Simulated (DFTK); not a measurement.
Crystal: HPbNO4.

```xyz
7
Lattice="4.1992 0.1112 0.1682 1.9160 3.8913 0.1257 1.7609 1.2526 6.3727" Properties=species:S:1:pos:R:3 pbc="T T T"
H     6.1559    3.5396    4.2374
Pb    3.9410    4.7367    5.7714
N     2.1622    1.5295    2.0021
O     6.1170    3.6060    5.2180
O     2.2525    1.0554    0.8130
O     2.1821    0.7481    2.9790
O     2.0545    2.7723    2.1460
```

The cell was built by a generator and needn't be a form met in nature.

Program: DFTK 0.8.2. Alike in all runs: task band structure; no spin polarisation; cell as given; k mesh 4 × 4 × 3; smearing fermi-dirac 0.05 eV; the mesh is coarse, so values aren't converged.

Q: Order these runs on this cell by their band gap on the k mesh, lowest first.
A. level TASK; potentials or basis SG15 1.2 (PBE); cutoff (eV) 1225; SCF solver ScfAndersonSolver
B. level PBEsol; potentials or basis dojo.nc.sr.pbesol.v0_4_1.standard.upf (PBEsol); cutoff (eV) 1143
C. level BJ06; potentials or basis SG15 1.2 (PBE); cutoff (eV) 1225; SCF solver ScfAndersonSolver

A: B (2.94 eV), C (3.32 eV), A (4.00 eV).

Caveats: all runs use coarse meshes; spin-orbit coupling is left out, which as a rule narrows the gap of such compounds by several tenths of an eV; the program leaves the constant c of mgga_x_tb09 at 1, so the potential is Becke-Johnson's (BJ06) and not Tran and Blaha's, with levels but no total energy (some runs); the program warned that the kinetic-energy density falls under its von Weizsäcker bound, which can give unphysical results (some runs).

A k mesh can miss the band edges.

Not every run made on this cell is shown here.
